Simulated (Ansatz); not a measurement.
Molecular dynamics of LiCrSnO$_{4}$

input.yaml

```yaml
accuracy: low
crystal:
  lattice:
    - [6.05571, 0.0, 0.0]
    - [0.0, 6.345593, 0.0]
    - [0.0, 0.0, 8.703292]
  atoms:
    - { symbol: Li, position: [0.47982502, 0.14753815, 0.09932973] }
    - { symbol: Li, position: [-0.00129093, 0.30607539, 0.38809893] }
    - { symbol: Cr, position: [0.22298823, 0.23863768, 0.74852283], spin: 1.5 }
    - { symbol: Cr, position: [0.27752795, 0.74468112, 0.25038842], spin: 1.5 }
    - { symbol: Sn, position: [0.00527618, -0.00724034, 0.0039459] }
    - { symbol: Sn, position: [-0.00071611, 0.49340713, -0.00409675] }
    - { symbol: O, position: [-0.02641842, 0.04565801, 0.76243614] }
    - { symbol: O, position: [0.51386551, 0.98151592, 0.26989921] }
    - { symbol: O, position: [0.00481143, 0.53961391, 0.2346494] }
    - { symbol: O, position: [0.48309274, 0.46818271, 0.73403156] }
    - { symbol: O, position: [0.24215591, 0.22682538, 0.98484965] }
    - { symbol: O, position: [0.25709278, 0.74518546, 0.48083634] }
    - { symbol: O, position: [0.27598726, 0.28504875, 0.5138603] }
    - { symbol: O, position: [0.25172633, 0.73633319, 0.02506019] }
    - { symbol: Li, position: [-0.03569966, 0.81209209, 0.62467788] }
    - { symbol: Li, position: [0.52859162, 0.68707493, 0.8946836] }
    - { symbol: Cr, position: [0.76731353, 0.75204417, 0.2440032], spin: 1.5 }
    - { symbol: Cr, position: [0.73118196, 0.25270984, 0.74386373], spin: 1.5 }
    - { symbol: Sn, position: [0.52607405, 0.51641558, 0.50561643] }
    - { symbol: Sn, position: [0.47067188, -0.00309815, 0.4935966] }
    - { symbol: O, position: [0.52954019, 0.55431794, 0.26694334] }
    - { symbol: O, position: [-0.03527268, 0.47503848, 0.77767467] }
    - { symbol: O, position: [0.48759228, 0.03974703, 0.73615276] }
    - { symbol: O, position: [0.03465884, 0.95245623, 0.24206714] }
    - { symbol: O, position: [0.74610253, 0.77688933, 0.49442595] }
    - { symbol: O, position: [0.77841899, 0.22241021, 0.97818253] }
    - { symbol: O, position: [0.74982142, 0.75248524, 0.03073598] }
    - { symbol: O, position: [0.71274133, 0.26136483, 0.51517834] }
magnetization:
  spin_polarized: true
basis:
  ecutwfc: 420.0
kpoints:
  mp_grid: { grid: [2, 2, 1] }
hamiltonian:
  xc: pbesol
scf:
  occupations: { method: fermi_dirac, width: 0.05 }
  lower_state_search: "off"
  max_iter: 60
md:
  timestep: 1
  n_steps: 200
  ensemble: nvt_nose_hoover
  temperature: 910.0
  initial_velocities: maxwell_boltzmann
  seed: 260826
  nose_hoover: { tau: 10.0, chain_length: 1 }
```

Launched with:

```bash
$ ansatz run input.yaml --threads 2 --pin off --max-ram 5120MiB --backend cpu --events-out ev --progress --plain --runs-dir out
```

It goes on from the last frame of an earlier run, with new velocities.

Output, in part (step lines):

```
md step     0: t =     0.00 fs  T =   910.0 K  F+E_penalty+E_count = -46990.58022236 eV  E_kin = 3.175918 eV  conserved = -46987.40430418 eV  (19 SCF iters)
md step     1: t =     1.00 fs  T =   903.0 K  F+E_penalty+E_count = -46990.55559405 eV  E_kin = 3.151354 eV  conserved = -46987.40430075 eV  (10 SCF iters)
md step     2: t =     2.00 fs  T =   894.8 K  F+E_penalty+E_count = -46990.52671686 eV  E_kin = 3.123040 eV  conserved = -46987.40429239 eV  (10 SCF iters)
md step     3: t =     3.00 fs  T =   885.9 K  F+E_penalty+E_count = -46990.49374691 eV  E_kin = 3.091679 eV  conserved = -46987.40427506 eV  (10 SCF iters)
md step     4: t =     4.00 fs  T =   876.3 K  F+E_penalty+E_count = -46990.45695903 eV  E_kin = 3.058135 eV  conserved = -46987.40424319 eV  (9 SCF iters)
md step     5: t =     5.00 fs  T =   866.3 K  F+E_penalty+E_count = -46990.41677892 eV  E_kin = 3.023435 eV  conserved = -46987.40419745 eV  (10 SCF iters)
md step     6: t =     6.00 fs  T =   856.4 K  F+E_penalty+E_count = -46990.37379190 eV  E_kin = 2.988765 eV  conserved = -46987.40414087 eV  (10 SCF iters)
md step     7: t =     7.00 fs  T =   846.8 K  F+E_penalty+E_count = -46990.32872973 eV  E_kin = 2.955436 eV  conserved = -46987.40407454 eV  (13 SCF iters)
[... lines left out ...]
```

The steps, from the saved trajectory:

| time (fs) | T (K) | potential energy less start (eV) | conserved less start (meV/atom) |
| --- | --- | --- | --- |
| 0 | 910 | 0.000 | 0.00 |
| 6 | 856 | 0.206 | 0.01 |
| 12 | 819 | 0.476 | 0.02 |
| 18 | 871 | 0.626 | 0.04 |
| 24 | 1003 | 0.618 | 0.04 |
| 30 | 1082 | 0.591 | 0.05 |
| 36 | 1027 | 0.570 | 0.04 |
| 42 | 865 | 0.657 | 0.01 |
| 48 | 697 | 0.953 | 0.04 |
| 54 | 717 | 1.001 | 0.06 |
| 60 | 984 | 0.610 | 0.02 |
| 66 | 1169 | 0.458 | 0.00 |
| 72 | 991 | 0.911 | 0.06 |
| 78 | 807 | 1.211 | 0.08 |
| 84 | 845 | 0.947 | 0.04 |
| 90 | 956 | 0.564 | 0.02 |
| 96 | 990 | 0.344 | 0.02 |
| 102 | 938 | 0.233 | 0.03 |
| 108 | 878 | 0.098 | 0.02 |
| 114 | 830 | 0.013 | 0.01 |
| 120 | 798 | 0.064 | 0.00 |
| 126 | 788 | 0.279 | 0.02 |
| 132 | 853 | 0.497 | 0.04 |
| 138 | 1014 | 0.566 | 0.03 |
| 144 | 1060 | 0.848 | 0.03 |
| 150 | 930 | 1.356 | 0.08 |
| 156 | 886 | 1.485 | 0.09 |
| 162 | 999 | 1.087 | 0.07 |
| 168 | 1084 | 0.531 | 0.05 |
| 174 | 1004 | 0.095 | 0.04 |
| 180 | 840 | -0.181 | 0.01 |
| 186 | 710 | -0.297 | 0.00 |
| 192 | 657 | -0.251 | 0.00 |
| 198 | 721 | -0.151 | 0.02 |

All steps were run. The conserved energy stayed within 0.093 meV per atom of its start (net change 0.022 meV per atom), so the integration is sound. A run of 0.2 ps of so small a system gives no equilibrium averages. No Hubbard correction was used and the magnetic state wasn't searched. Limits of this set-up: coarse k mesh, low accuracy level.

Mean squared displacements from the first frame to the last, about the centre of mass: Li 0.42 Å², Cr 0.04 Å², Sn 0.05 Å², O 0.07 Å².

Last frame:

```xyz
28
Lattice="6.0557 0.0000 0.0000 0.0000 6.3456 0.0000 0.0000 0.0000 8.7033" Properties=species:S:1:pos:R:3
Li 2.959 1.512 1.028
Li 0.317 1.287 3.344
Cr 1.557 1.577 6.534
Cr 1.501 4.778 2.142
Sn -0.221 -0.020 -0.019
Sn 0.058 3.200 0.011
O 0.011 0.089 6.556
O 3.013 6.241 2.310
O 0.001 3.344 2.108
O 3.120 2.800 6.314
O 1.304 1.545 8.581
O 1.768 4.634 4.157
O 1.759 1.684 4.478
O 1.257 4.820 0.039
Li 0.124 4.588 5.293
Li 3.109 4.857 7.489
Cr 4.452 4.809 2.174
Cr 4.645 1.614 6.529
Sn 3.065 3.129 4.275
Sn 3.099 0.081 4.414
O 2.997 3.566 2.181
O 0.052 2.896 6.596
O 3.109 0.218 6.532
O -0.083 5.894 2.124
O 4.364 4.756 4.266
O 4.543 1.613 8.816
O 4.546 4.709 0.328
O 4.633 1.536 4.600
```

Run time: 23 min on 2 threads of Intel(R) Xeon(R) 6975P-C (Granite Rapids), with other jobs on the host, peak memory 1.2 GiB.
